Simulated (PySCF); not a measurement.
# SiCl2F (SMILES F[Si](Cl)Cl): levels of theory compared

Wanted: a comparison of 3 runs (U-r2SCAN/STO-6G, UMP2/STO-6G, UCCSD(T)/STO-6G) of SiCl2F. 

The calculation is run with PySCF 2.14.0.

6 further runs of the same task are left out: 1 that didn't finish, 5 set aside as unsound or not needed.

## 1. The structure to begin with

SiCl2F: 4 atoms, total charge 0, spin state doublet. SMILES: `F[Si](Cl)Cl`. One bond was lengthened or shortened from a relaxed shape.

Bond lengths: F1–Si2 1.943 Å, Si2–Cl3 2.009 Å, Si2–Cl4 2.009 Å. Angles: F1–Si2–Cl3 104.6°, F1–Si2–Cl4 104.6°, Cl3–Si2–Cl4 115.3°.

## 2. A single-point energy at U-r2SCAN/STO-6G (run 1)

Contents of input.py:

```python
from pyscf import gto, dft

mol = gto.M(
    atom='F 1.413376 -0.367297 1.139711; Si 0.062910 -0.422220 -0.255610; Cl -1.686390 -0.399210 0.731740; Cl 0.435160 1.197870 -1.383320',
    max_memory=1860,
    spin=1,
    verbose=3,
    basis='sto-6g',
)

mf = dft.UKS(mol)
mf.xc = 'r2scan'
mf.conv_tol = 1e-10
mf.grids.level = 5
mf.kernel()
if not mf.converged:
    mf = mf.newton().run(mf.mo_coeff, mf.mo_occ)

e_tot = mf.e_tot
print(f'total energy: {e_tot:.8f} hartree')
```

The run is started by

```
OMP_NUM_THREADS=1 python input.py
```

What it wrote:

```text
WARN: HOMO -0.227710074722822 >= LUMO -0.227710074722829

converged SCF energy = -1304.98702925978  <S^2> = 0.7552364  2S+1 = 2.0052296
total energy: -1304.98702926 hartree
```

It took 16 s on 1 thread of Arm Neoverse V1, shared host; peak memory 0.26 GiB.

## 3. A single-point energy at UMP2/STO-6G (run 2)

Contents of run.py:

```python
from pyscf import gto, scf, mp

mol = gto.Mole()
mol.atom = '''
F        1.413376      -0.367297       1.139711
Si       0.062910      -0.422220      -0.255610
Cl      -1.686390      -0.399210       0.731740
Cl       0.435160       1.197870      -1.383320
'''
mol.charge = 0
mol.max_memory = 1860
mol.basis = 'sto-6g'
mol.verbose = 4
mol.spin = 1
mol.build()

calc0 = scf.UHF(mol)
calc0.conv_tol = 1e-10
calc0.kernel()
if not calc0.converged:
    calc0 = calc0.newton().run(calc0.mo_coeff, calc0.mo_occ)

pt = mp.MP2(calc0, frozen=16).run()
e_final = pt.e_tot
print('E(%s) = %.9f' % ('MP2', e_final))
```

The run is started by

```
OMP_NUM_THREADS=1 python run.py
```

What it wrote:

```text
PySCF version 2.14.0

[... 112 lines left out ...]
converged SCF energy = -1302.86265870799  <S^2> = 0.88347399  2S+1 = 2.1292947
[... 1 line left out ...]
******** <class 'pyscf.mp.ump2.UMP2'> ********
nocc = (np.int64(13), np.int64(12)), nmo = (16, 16)
frozen orbitals 16
E(UMP2) = -1302.90789995618  E_corr = -0.0452412481878438
E(SCS-UMP2) = -1302.91062099226  E_corr = -0.0479622842712346
E_corr(same-spin) = -0.00730063102405152
E_corr(oppo-spin) = -0.0379406171637923
E(MP2) = -1302.907899956
```

Wall time 1.7 s (1 thread of Arm Neoverse V1, shared host); peak memory 0.12 GiB.

## 4. A single-point energy at UCCSD(T)/STO-6G (run 3)

Contents of input.py:

```python
from pyscf import gto, scf, cc

molecule = gto.M(
    atom=[
    ('F', (1.413376, -0.367297, 1.139711)),
    ('Si', (0.062910, -0.422220, -0.255610)),
    ('Cl', (-1.686390, -0.399210, 0.731740)),
    ('Cl', (0.435160, 1.197870, -1.383320)),
],
    max_memory=1860,
    basis='sto-6g',
    verbose=3,
    spin=1,
)

mf = scf.UHF(molecule)
mf.conv_tol = 1e-10
mf.kernel()
if not mf.converged:
    mf = mf.newton().run(mf.mo_coeff, mf.mo_occ)

mycc = cc.CCSD(mf, frozen=16)
mycc.kernel()
e_t = mycc.ccsd_t()
e_final = mycc.e_tot + e_t
print('E(%s) = %.9f' % ('CCSD(T)', e_final))
```

The run is started by

```
OMP_NUM_THREADS=1 python input.py
```

What it wrote:

```text
converged SCF energy = -1302.86265870799  <S^2> = 0.88347399  2S+1 = 2.1292947
E(UCCSD) = -1302.937394353728  E_corr = -0.07473564573603671
UCCSD(T) correction = -0.00288112737593819
E(CCSD(T)) = -1302.940275481
```

Run time: 1.9 s. Hardware: 1 thread of Arm Neoverse V1, shared host; peak memory 0.11 GiB.

## 5. All runs side by side

```tsv
run	level	integration grid	frozen core orbitals	energy (Eh)	dipole moment (D) of the reference	HOMO energy (eV)	LUMO energy (eV)	wall time
1	U-r2SCAN/STO-6G	5	–	-1304.987029	1.67	-3.96	-2.26	16 s
2	UMP2/STO-6G	–	16	-1302.907900	2.27	-8.53	3.02	1.7 s
3	UCCSD(T)/STO-6G	–	16	-1302.940275	2.27	-8.53	3.02	1.9 s
```

## 6. Outcome

```
                                                         quantity           value
                                              run 3: total energy  -1302.94028 Eh
                      run 3: dipole moment (Hartree–Fock density)          2.27 D
run 3: HOMO energy (Hartree–Fock orbitals) (highest over α and β)        -8.53 eV
 run 3: LUMO energy (Hartree–Fock orbitals) (lowest over α and β)         3.02 eV
              run 3: correlation energy (16 core orbitals frozen)       -77.6 mEh
                                            run 3: (T) correction       -2.88 mEh
                         run 3: ⟨S²⟩ of the reference determinant           0.883
                                             run 3: T1 diagnostic           0.031
```

In words: In runs 1, 2, 3 the basis is minimal, so the values are rough. Spin contamination of the reference: run 2 ⟨S²⟩ = 0.88, run 3 ⟨S²⟩ = 0.88. All runs together took 20 s, the longest 16 s.
